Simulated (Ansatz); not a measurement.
**C₂H₁₀N₂Si: up Jacob's ladder to CCSD(T)**

How much do the methods differ for C₂H₁₀N₂Si? The plan is to run it at one geometry with functionals of several rungs and with coupled cluster, and see how far each lands from CCSD(T) at the basis-set limit for the atomisation energy.

Computed with Ansatz 0.2.0, Gaussian basis. Level: functionals in def2-TZVPP, the program's frozen cores in correlated methods.

The runs, in order: LDA (SPW92), PBE-D4, revPBE-D4, BLYP-D4, r2SCAN-D4, B97M-V, PBE0-D4, B3LYP-D4, r2SCANh-D4, r2SCAN0-D4, HSE06-D4, BHLYP-D4, CAM-B3LYP-D4, LC-ωPBE, ωB97X-V, ωB97M-V, B2PLYP, PBE-QIDH; CCSD(T)/def2-SVP; CCSD(T)/def2-TZVPP; MP2/def2-QZVPP; extrapolation to the limit; RPA on PBE.

## 1. The relaxed structure

An earlier PBE0-D4 in a triple-zeta def2 set relaxation fixed the geometry.

SMILES `C[Si](C)(N)N`, 15 atoms, charge 0, spin multiplicity 1.

Atoms are counted from 1 here; the program's logs count them from 0.

Bond lengths: C1–Si2 1.872 Å, C1–H6 1.093 Å, C1–H7 1.094 Å, C1–H8 1.093 Å, Si2–C3 1.872 Å, Si2–N4 1.720 Å, Si2–N5 1.720 Å, C3–H9 1.093 Å, C3–H10 1.094 Å, C3–H11 1.093 Å, N4–H12 1.007 Å, N4–H13 1.006 Å, N5–H14 1.007 Å, N5–H15 1.006 Å. Angles: Si2–C1–H6 110.7°, Si2–C1–H7 111.6°, Si2–C1–H8 111.1°, H6–C1–H7 107.4°, H6–C1–H8 107.9°, H7–C1–H8 107.9°, C1–Si2–C3 108.8°, C1–Si2–N4 105.3°, C1–Si2–N5 116.2°, C3–Si2–N4 116.2°, C3–Si2–N5 105.3°, N4–Si2–N5 105.4°, Si2–C3–H9 110.7°, Si2–C3–H10 111.6°, Si2–C3–H11 111.1°, H9–C3–H10 107.4°, H9–C3–H11 107.9°, H10–C3–H11 107.9° and more.

## 2. LDA

This LDA is Slater exchange with PW92 correlation.

in.yaml reads:

```yaml
crystal:
  periodic: [false, false, false]
  atoms:
    - {symbol: C, position_ang: [-1.662051, 0.380910, 0.443853]}
    - {symbol: Si, position_ang: [0.117283, 0.139251, -0.085861]}
    - {symbol: C, position_ang: [0.634016, -1.614865, 0.315673]}
    - {symbol: N, position_ang: [0.998679, 1.388945, 0.701315]}
    - {symbol: N, position_ang: [0.442945, 0.335551, -1.763095]}
    - {symbol: H, position_ang: [-2.309811, -0.362019, -0.029146]}
    - {symbol: H, position_ang: [-1.778362, 0.275145, 1.526915]}
    - {symbol: H, position_ang: [-2.025630, 1.372312, 0.161752]}
    - {symbol: H, position_ang: [0.479733, -1.829596, 1.376501]}
    - {symbol: H, position_ang: [0.053811, -2.346903, -0.254647]}
    - {symbol: H, position_ang: [1.691540, -1.774874, 0.090522]}
    - {symbol: H, position_ang: [1.989091, 1.489554, 0.550037]}
    - {symbol: H, position_ang: [0.730151, 1.712309, 1.615476]}
    - {symbol: H, position_ang: [0.275467, 1.218220, -2.217695]}
    - {symbol: H, position_ang: [0.341238, -0.434639, -2.402400]}
basis:
  gaussian: {orbitals: def2-TZVPP}
hamiltonian: {xc: lda}
output: {orbitals: {seedname: orbitals}}
```

On the command line:

```sh
$ ansatz run in.yaml --threads 4 --pin off --events-out ev --progress --plain --max-ram 10444MiB
```

Further steps of the session: PBE-D4 (GGA); revPBE-D4 (GGA); BLYP-D4 (GGA); r2SCAN-D4 (meta-GGA); B97M-V (meta-GGA); PBE0-D4 (hybrid); B3LYP-D4 (hybrid); r2SCANh-D4 (hybrid); r2SCAN0-D4 (hybrid); HSE06-D4 (hybrid); BHLYP-D4 (hybrid); CAM-B3LYP-D4 (range-separated); LC-ωPBE (range-separated); ωB97X-V (range-separated); ωB97M-V (range-separated); B2PLYP (double hybrid); PBE-QIDH (double hybrid); CCSD(T) in def2-SVP; CCSD(T) in def2-TZVPP; MP2 in def2-QZVPP; RPA on PBE orbitals.

Before running them: what should the planned runs give, taken together? Wanted: atomisation energy, CCSD(T)/CBS; farthest beyond LDA; mean size of error, GGA; mean size of error, meta-GGA; mean size of error, hybrid; mean size of error, range-separated; mean size of error, double hybrid; gap, smallest and largest; T1 diagnostic.

The runs gave:

| quantity | value |
| --- | --- |
| atomisation energy, CCSD(T)/CBS | 1329.6 kcal/mol |
| functionals within 6.6 kcal/mol (0.5 %) | BLYP-D4, r2SCAN-D4, B97M-V, PBE0-D4, B3LYP-D4, HSE06-D4, ωB97X-V, ωB97M-V |
| farthest beyond LDA | BHLYP-D4 (-28.8 kcal/mol) |
| mean size of error, GGA | 10.2 kcal/mol |
| mean size of error, meta-GGA | 2.3 kcal/mol |
| mean size of error, hybrid | 10.9 kcal/mol |
| mean size of error, range-separated | 6.0 kcal/mol |
| mean size of error, double hybrid | 14.0 kcal/mol |
| gap, smallest and largest | 5.43 eV (BLYP-D4), 12.57 eV (LC-ωPBE) |
| T1 diagnostic | 0.0093 |
| triples share of the correlation energy | 3.6 % |

What this shows: LDA overbinds by 169.3 kcal/mol (13 %). PBE-D4 misses by +14.7 kcal/mol. Double hybrids carry the basis error of their MP2 part in triple zeta, and no dispersion term here, so their miss is partly the set-up's. The rungs meta-GGA, range-separated miss on average by less than the doubt on the reference (6.6 kcal/mol), so they tie. The reference freezes the cores and leaves out relativity and excitations past (T), so misses under about 6.6 kcal/mol can't be ranked. Hartree-Fock recovers 73 % of the binding; the rest is correlation. CCSD(T) in def2-SVP is off by -90.7 kcal/mol, worse than the median functional, from the basis alone. Orbital gaps span 5.4 to 12.6 eV; exact exchange widens them.
